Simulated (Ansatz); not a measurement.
# AgPdCl3: the cost of one run

Computed with Ansatz 0.2.0 (DFT PBE, scalar-relativistic, plane waves, PAW, unless a step's input says otherwise).

3 further runs of the same task are left out: 3 set aside as unsound or not needed. Runs told in other sessions of the task aren't counted.

## (1) Starting point

It takes space group P4mm (No. 99, tetragonal). The conventional cell has a = 4.557 Å, b = 4.557 Å, c = 4.614 Å, α = 90.00°, β = 90.00°, γ = 90.00°. Around Ag (site symmetry 4mm) lie 12 Cl at 3.19 to 3.29 Å. Pd (site symmetry 4mm) is surrounded by 6 Cl at 2.12 to 2.49 Å. Around Cl (site symmetry 4mm) lie 2 Pd at 2.12 to 2.49 Å. Cl (site symmetry 2mm) has 2 Pd at 2.28 Å and 4 Ag at 3.19 to 3.29 Å in its first shell of neighbours.

As a file:

```xyz
5
Lattice="4.5571 0.0000 0.0000 0.0000 4.5571 0.0000 0.0000 0.0000 4.6143" Properties=species:S:1:pos:R:3 pbc="T T T"
Ag    0.0000    0.0000    0.0000
Pd    2.2786    2.2786    2.3763
Cl    2.2786    2.2786    4.4989
Cl    0.0000    2.2786    2.2379
Cl    2.2786    0.0000    2.2379
```

This is candidate A: tetragonal perovskite type (P4mm, No. 99).

(A quick probe on a coarse mesh, which set the mesh and smearing, is not shown.)

## (3) A loose first relaxation (candidate A)

Input file input.yaml:

```yaml
crystal:
  lattice:
    - [4.5571480277, 0.0, 0.0]
    - [0.0, 4.5571480277, 0.0]
    - [0.0, 0.0, 4.6142551458]
  atoms:
    - { symbol: Ag, position: [0.0, 0.0, 0.0] }
    - { symbol: Pd, position: [0.5, 0.5, 0.515] }
    - { symbol: Cl, position: [0.5, 0.5, 0.975] }
    - { symbol: Cl, position: [0.0, 0.5, 0.485] }
    - { symbol: Cl, position: [0.5, 0.0, 0.485] }
basis:
  ecutwfc: 420
kpoints:
  mp_grid: { grid: [4, 4, 4] }
hamiltonian:
  xc: pbe
scf:
  occupations: { method: gaussian, width: 0.1 }
  lower_state_search: "off"
output:
  forces: true
  stress: true
  eigenvalues: true
relax:
  adjacent_minimum: "off"
  f_tol: 0.04
  max_steps: 70
  cell: { stress_tol: 0.4 }
```

Launch:

```
$ ansatz run input.yaml --threads 1 --pin off --max-ram 2560MiB --backend cpu --events-out ev --progress --plain --runs-dir out
```

What time and memory should one allow on 1 thread of Arm Neoverse V1, shared host?

About 2.3 min, with a peak of 0.38 GiB.
